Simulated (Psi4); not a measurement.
# SnH2F (SMILES [F][SnH2]) at UDSD-PBEP86/def2-TZVPP (core potential, density fitting for correlation)

Aim: the vertical ionisation energy of SnH2F at UDSD-PBEP86/def2-TZVPP (core potential, density fitting for correlation), from 2 runs. 

The results are computed with Psi4 1.11.

1 further run of the same task is left out (set aside as unsound or not needed).

**1. The molecule**

SnH2F has 4 atoms, charge 0, and is taken as a doublet. SMILES: `[F][SnH2]`. Geometry: relaxed at PBE0-D4/def2-TZVP.

Bond lengths: F1–Sn2 1.932 Å, Sn2–H3 1.726 Å, Sn2–H4 1.726 Å. Angles: F1–Sn2–H3 103.3°, F1–Sn2–H4 103.3°, H3–Sn2–H4 113.3°.

**2. The energy at UDSD-PBEP86/def2-TZVPP (core potential, density fitting for correlation)**

calc.py

```python
import psi4

psi4.set_memory(2200000000)
psi4.set_num_threads(1)
psi4.set_output_file('fh2sn.out', False)

m = psi4.geometry("""
0 2
F     -1.552600    -0.190000     0.640700
Sn     0.028300    -0.242200    -0.468300
H      1.184100    -1.054400     0.524100
H      0.395700     1.426200    -0.716700
symmetry c1
no_reorient
no_com
""")

options = {'basis': 'def2-TZVPP', 'reference': 'uks', 'puream': True, 'e_convergence': 1e-09, 'd_convergence': 1e-08, 'scf_type': 'pk', 'dft_radial_points': 99, 'dft_spherical_points': 590, 'num_frozen_docc': 5, 'maxiter': 100}
psi4.set_options(options)

energy_value = psi4.energy('dsd-pbep86')
print(f'dsd-pbep86 energy: {energy_value:.10f} Eh')
for k, v in sorted(psi4.core.scalar_variables().items()):
    print(f'{k:45s} {v:18.10f}')
```

The run is started by

```
$ python calc.py
```

fh2sn.out:

```text
[...]
    !!!  WARNING: ECP capability is in beta. Please check occupations closely.  !!!
[...]
  Running in c1 symmetry.
[...]
  Nuclear repulsion =   71.224961374238049
[...]
  Multiplicity = 2
[...]
  Nalpha       = 17
  Nbeta        = 16
[...]
    Number of basis functions: 109
[...]
 WARNING: Atomic UHF is not converging! Try casting from a smaller basis or call Rob at CCMST.
   -------------------------
[...]
   @UKS iter   1:  -314.47163348696972   -1.67292e+00   5.37780e-03 DIIS/ADIIS
[...]
   @UKS iter  13:  -314.59461660853810   -1.42109e-11   7.13736e-09 DIIS
[...]
   @S^2 Observed:                7.549366367E-01
[...]
    Orbital Energies [Eh]
    ---------------------
    Alpha Occupied:
       1A    -25.668007     2A     -5.627231     3A     -3.872382
       4A     -3.868331     5A     -3.865284     6A     -1.388001
       7A     -1.248439     8A     -1.248200     9A     -1.244025
      10A     -1.243025    11A     -1.233645    12A     -0.644500
      13A     -0.530474    14A     -0.526673    15A     -0.506959
      16A     -0.432797    17A     -0.313520
    Alpha Virtual:
      18A      0.021689    19A      0.076815    20A      0.077095
      21A      0.138050    22A      0.140660    23A      0.181144
      24A      0.220258    25A      0.253279    26A      0.256391
[...]
  @UKS Final Energy:  -314.59461660853810
   => Energetics <=
    Nuclear Repulsion Energy =             71.2249613742380490
    One-Electron Energy =                -659.2216817541027467
    Two-Electron Energy =                 281.8313318552637270
    DFT Exchange-Correlation Energy =      -8.4292280839371472
    Empirical Dispersion Energy =           0.0000000000000000
    VV10 Nonlocal Energy =                  0.0000000000000000
    Total Energy =                       -314.5946166085381037
[...]
 Multipole Moments:
 ------------------------------------------------------------------------------------
     Multipole            Electronic (a.u.)      Nuclear  (a.u.)        Total (a.u.)
 ------------------------------------------------------------------------------------
 L = 1.  Multiply by 2.5417464519 to convert [e a0] to [Debye]
 Dipole X            :         23.1262899          -22.2439662            0.8823237
 Dipole Y            :         12.4975288          -12.5980482           -0.1005194
 Dipole Z            :          8.1745321           -8.9363259           -0.7617937
 Magnitude           :                                                    1.1700124
[...]
```

The script printed:

```text
dsd-pbep86 energy: -314.8846733712 Eh
CURRENT ENERGY                                   -314.8846733712
CURRENT REFERENCE ENERGY                         -314.5946166085
DD SOLVATION ENERGY                                 0.0000000000
DFT FUNCTIONAL TOTAL ENERGY                      -314.5946166085
DFT TOTAL ENERGY                                 -314.8846733712
DFT VV10 ENERGY                                     0.0000000000
DFT XC ENERGY                                      -8.4292280839
DOUBLE-HYBRID CORRECTION ENERGY                    -0.2900567627
DSD-PBEP86 DOUBLE-HYBRID CORRECTION ENERGY         -0.2900567627
DSD-PBEP86 TOTAL ENERGY                          -314.8846733712
GRID ELECTRONS ALPHA                               17.0000001586
GRID ELECTRONS BETA                                16.0000001684
GRID ELECTRONS TOTAL                               33.0000003270
NUCLEAR REPULSION ENERGY                           71.2249613742
ONE-ELECTRON ENERGY                              -659.2216817541
PCM POLARIZATION ENERGY                             0.0000000000
PE ENERGY                                           0.0000000000
SCF ITERATION ENERGY                             -314.5946166085
SCF ITERATIONS                                     13.0000000000
SCF TOTAL ENERGY                                 -314.5946166085
TWO-ELECTRON ENERGY                               281.8313318553
XC GRID RADIAL POINTS                              99.0000000000
XC GRID SPHERICAL POINTS                          590.0000000000
XC GRID TOTAL POINTS                           224521.0000000000
```

Run time: 11 s. Hardware: 1 thread of AMD EPYC 9R45 (Zen 5), shared host; peak memory 0.77 GiB.

**3. The singlet cation**

input.inp

```
memory 2200 mb

molecule {
  1 1
  F
  Sn 1 1.9318
  H 2 1.726384 1 103.33191
  H 2 1.726338 3 113.26008 1 111.0924
  units angstrom
  symmetry c1
}

set {
  puream true
  e_convergence 1e-09
  d_convergence 1e-08
  scf_type pk
  dft_radial_points 99
  dft_spherical_points 590
  num_frozen_docc 5
}

energy_value, wavefunction = energy('dsd-pbep86/def2-TZVPP', return_wfn=True)
```

The run is started by

```
$ psi4 -n 1 input.inp input.out
```

input.out:

```text
[...]
    !!!  WARNING: ECP capability is in beta. Please check occupations closely.  !!!
[...]
  Running in c1 symmetry.
[...]
  Nuclear repulsion =   71.224956276788845
[...]
  Multiplicity = 1
[...]
  Nalpha       = 16
  Nbeta        = 16
[...]
    Number of basis functions: 109
[...]
 WARNING: Atomic UHF is not converging! Try casting from a smaller basis or call Rob at CCMST.
   -------------------------
[...]
   @RKS iter   1:  -314.17588094568367   -1.28881e+00   4.62700e-03 DIIS/ADIIS
[...]
   @RKS iter  12:  -314.26224685243989   -1.98952e-12   2.22483e-09 DIIS
[...]
    Orbital Energies [Eh]
    ---------------------
    Doubly Occupied:
       1A    -25.908869     2A     -5.923361     3A     -4.172994
       4A     -4.162490     5A     -4.159901     6A     -1.626434
       7A     -1.547020     8A     -1.544954     9A     -1.541245
      10A     -1.533506    11A     -1.514268    12A     -0.878184
      13A     -0.756310    14A     -0.744224    15A     -0.735474
      16A     -0.665532
[...]
  @RKS Final Energy:  -314.26224685243989
   => Energetics <=
    Nuclear Repulsion Energy =             71.2249562767888449
    One-Electron Energy =                -650.2683423116280892
    Two-Electron Energy =                 273.1212528790900365
    DFT Exchange-Correlation Energy =      -8.3401136966906488
    Empirical Dispersion Energy =           0.0000000000000000
    VV10 Nonlocal Energy =                  0.0000000000000000
    Total Energy =                       -314.2622468524398869
[...]
 Multipole Moments:
 ------------------------------------------------------------------------------------
     Multipole            Electronic (a.u.)      Nuclear  (a.u.)        Total (a.u.)
 ------------------------------------------------------------------------------------
 L = 1.  Multiply by 2.5417464519 to convert [e a0] to [Debye]
 Dipole X            :          2.4596987           -2.1363690            0.3233297
 Dipole Y            :          1.4708657           -1.2775181            0.1933476
 Dipole Z            :         17.2628279          -15.4638787            1.7989492
 Magnitude           :                                                    1.8379727
[...]
```

Run time: 7.2 s. Hardware: 1 thread of AMD EPYC 9R45 (Zen 5), shared host; peak memory 0.78 GiB.

**4. Outcome**

Level: UDSD-PBEP86/def2-TZVPP (core potential, density fitting for correlation), 5 core orbitals frozen.

```
                                                               quantity          value
                                            doublet SnH2F: total energy  -314.88467 Eh
doublet SnH2F: HOMO energy (SCF part's orbitals) (highest over α and β)       -8.53 eV
 doublet SnH2F: LUMO energy (SCF part's orbitals) (lowest over α and β)       -1.58 eV
                                                    doublet SnH2F: ⟨S²⟩          0.755
                                           singlet cation: total energy  -314.55136 Eh
                      singlet cation: HOMO energy (SCF part's orbitals)      -18.11 eV
                      singlet cation: LUMO energy (SCF part's orbitals)       -9.50 eV
                    singlet cation: HOMO–LUMO gap (SCF part's orbitals)        8.61 eV
                     vertical ionisation energy (to the singlet cation)       9.070 eV
```

What this shows: The vertical ionisation energy comes to 9.07 eV (875 kJ/mol). Only the singlet of the ionised species was computed; a triplet could lie lower.
